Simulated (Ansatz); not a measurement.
Zn2CdN2 and its elements: a formation energy from the elements, run with Ansatz 0.2.0 through its Python package.

Script `formation_zn2cdn2.py`:
```python
from collections import Counter
import warnings

import ansatz
import numpy as np

XC = "PBE"
CUTOFF = 500
KSPACING = 0.33
OCCUPATIONS = "gaussian"
WIDTH_EV = 0.02

PHASES = {
    "Zn2CdN2": (
        [(3.468469, 0.0, 0.0), (-1.734235, 3.003782, 0.0), (0.0, 0.0, 6.111301)],
        [
            ("Zn", (2 / 3, 1 / 3, 0.14813)),
            ("Zn", (1 / 3, 2 / 3, 0.85187)),
            ("Cd", (0.0, 0.0, 0.5)),
            ("N", (2 / 3, 1 / 3, 0.766063)),
            ("N", (1 / 3, 2 / 3, 0.233937)),
        ],
    ),
    "Zn": (
        [(2.67, 0.0, 0.0), (-1.335, 2.312288, 0.0), (0.0, 0.0, 4.966)],
        [
            ("Zn", (1 / 3, 2 / 3, 0.25)),
            ("Zn", (2 / 3, 1 / 3, 0.75)),
        ],
    ),
    "Cd": (
        [(2.97887, 0.0, 0.0), (-1.489435, 2.579777, 0.0), (0.0, 0.0, 5.61765)],
        [
            ("Cd", (1 / 3, 2 / 3, 0.25)),
            ("Cd", (2 / 3, 1 / 3, 0.75)),
        ],
    ),
    "N2": (
        [(9.0, 0.0, 0.0), (0.0, 9.5, 0.0), (0.0, 0.0, 10.0)],
        [
            ("N", (0.5, 0.5, 0.4445)),
            ("N", (0.5, 0.5, 0.5555)),
        ],
    ),
}


def build(vectors, sites):
    crystal = ansatz.Crystal(lattice=ansatz.Lattice.of(vectors))
    for symbol, position in sites:
        crystal = crystal.atom(symbol, position)
    return crystal

GASES = {"N2"}


def solve(name, crystal):
    calc = crystal.calculation()
    calc = calc.functional(XC)
    calc = calc.basis(CUTOFF).kpoints(spacing=KSPACING)
    calc = calc.occupations(OCCUPATIONS, width=WIDTH_EV)
    calc = calc.stress()
    if name in GASES:
        return calc.kpoints(1, 1, 1).relax(force_tolerance=0.02, max_steps=40).run(threads=1, backend="cpu")
    calc = calc.relax(force_tolerance=0.02, max_steps=40, cell=True)
    return calc.run(threads=1, backend="cpu")


def counts(outcome):
    return Counter(site.symbol for site in outcome.lattice.sites)

def formation_energy(outcome, mu):
    n = counts(outcome)
    return (outcome.report["energy_sigma0_ev"] - sum(k * mu[element] for element, k in n.items())) / sum(n.values())


def volume_per_atom(outcome):
    return abs(np.linalg.det(outcome.lattice.cell_ang)) / len(outcome.lattice.sites)


def main() -> None:
    warnings.simplefilter("ignore", ansatz.DeckWarning)

    phases = {name: build(*cell) for name, cell in PHASES.items()}

    done = {name: solve(name, crystal) for name, crystal in phases.items()}

    references = {"Zn": "Zn", "Cd": "Cd", "N": "N2"}
    mu = {element: done[name].report["energy_sigma0_ev"] / len(done[name].lattice.sites) for element, name in references.items()}

    target = done["Zn2CdN2"]
    heat = formation_energy(target, mu)
    for element, value in mu.items():
        print(f"mu({element}) = {value:.4f} eV from {references[element]}, {volume_per_atom(done[references[element]]):.2f} A^3/atom")
    print(f"formation energy of Zn2CdN2: {heat:.4f} eV/atom = {96.4853 * heat:.1f} kJ/mol of atoms")


if __name__ == "__main__":
    main()
```

Is Zn2CdN2 bound against its elements at this level, and by how much?

The formation energy is +0.317 eV an atom (+30.5 kJ per mole of atoms), so Zn2CdN2 lies above the reference phases.

The run itself:

```console
$ python formation_zn2cdn2.py
mu(Zn) = -3319.0063 eV from Zn, 15.12 A^3/atom
mu(Cd) = -8254.4511 eV from Cd, 22.58 A^3/atom
mu(N) = -384.0178 eV from N2, 427.50 A^3/atom
formation energy of Zn2CdN2: 0.3166 eV/atom = 30.6 kJ/mol of atoms
```

Absolute energies stand on the zero of these potentials, so only differences at equal settings mean something. For the metals among these phases the mesh is modest: differences between phases can be off by up to 40 meV an atom. The program warned that this SCF threshold is loose for forces or stresses. The cells come from databases of deposited and of computed structures, and not all need be stable phases. The compound is the structure given, not necessarily its lowest; energies are at zero temperature, with no correction for gases. A semilocal functional's error on such energies is often 0.05 to 0.1 eV an atom, and 0.1 to 0.3 eV against gases such as O2 or F2. The script silences the warnings on its input, which a real study should read. Run time: 44 s on 1 thread of Arm Neoverse V1, on a shared host, peak memory 0.74 GiB.

(Lines on the test bed's own set-up are left out of the output.)
